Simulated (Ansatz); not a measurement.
# BGeN (triplet): wave-function methods side by side at a displaced geometry (v2), cc-pVDZ

How much of the correlation energy of BGeN (triplet) does each wave-function method recover here?

The runs use Ansatz 0.2.0, Gaussian basis; cc-pVDZ, core rule «outside noble gas», up to 16 orbitals frozen.

Plan: UHF; CCSD(T) on ROHF; CCSD(T) on UHF; BCCD(T) on ROHF; CISD as a restricted active space (open shells left free, so some higher excitations enter); CCSDT(Q) on ROHF; CCSDT(Q) on UHF.

29 further runs of the same task are left out: 8 for a known fault of the program, 9 that didn't finish, 12 set aside as unsound or not needed. Runs told in other sessions of the task aren't counted.

## 1. The system

The geometry is a PBE0/def2-TZVP stationary point (not a proven minimum) with its atoms shifted at random (size 0.100 Å). No spin-orbit coupling is included. The filled d shell of Ge may be among the frozen orbitals whatever the setting's name suggests.

3 atoms, charge 0, spin multiplicity 3.

Atoms are counted from 1 here; the program's logs count them from 0.

Bond lengths: B1–N2 1.289 Å, N2–Ge3 1.794 Å. Angles: B1–N2–Ge3 170.1°.

## 2. UHF

Contents of in.yaml:

```yaml
crystal:
  periodic: [false, false, false]
  atoms:
    - {symbol: B, position_ang: [0.084376, 0.005225, -1.449602]}
    - {symbol: N, position_ang: [-0.080498, 0.013599, -0.171109]}
    - {symbol: Ge, position_ang: [-0.003878, -0.018825, 1.620711]}
basis:
  gaussian: {orbitals: cc-pVDZ}
magnetization: {spin_polarized: true, initial_magnetization: 2}
hamiltonian: {xc: hf}
output: {orbitals: {seedname: orbitals}}
```

Run with:

```bash
> ansatz run in.yaml --threads 1 --pin off --events-out ev --progress --plain --max-ram 2393MiB
```

Further steps of the session: CCSD(T) on ROHF; CCSD(T) on UHF; BCCD(T) on ROHF; CISD as a restricted active space (open shells left free, so some higher excitations enter); CCSDT(Q) on ROHF; CCSDT(Q) on UHF.

Before running them: what should the planned runs give, taken together? Wanted: UCCSDT(Q) from the RHF energy; RMP2 from UCCSDT(Q); UMP2 from UCCSDT(Q); RCCSD from UCCSDT(Q); RCCSD(T) from UCCSDT(Q); UCCSD(T) from UCCSDT(Q); RCCSDT(Q) from UCCSDT(Q); T1 diagnostic.

As calculated:

| quantity | value |
| --- | --- |
| UCCSDT(Q) from the ROHF energy | -8.5075 eV |
| RMP2 from UCCSDT(Q) | +21.83 kcal/mol |
| UMP2 from UCCSDT(Q) | +24.62 kcal/mol |
| RCCSD from UCCSDT(Q) | +10.21 kcal/mol |
| RCCSD(T) from UCCSDT(Q) | +1.57 kcal/mol |
| UCCSD(T) from UCCSDT(Q) | +1.82 kcal/mol |
| RCCSDT(Q) from UCCSDT(Q) | +0.19 kcal/mol |
| levels within 1 kcal/mol (43 meV) | RCCSDT, UCCSDT, RCCSDT(Q) |
| T1 diagnostic | 0.036 |

In words: RCCSD(T) misses by +1.57 kcal/mol, 0.8 % of the correlation energy. These misses are within one basis, not against nature; the frozen cores of restricted and unrestricted runs differ, which can shift their rows.
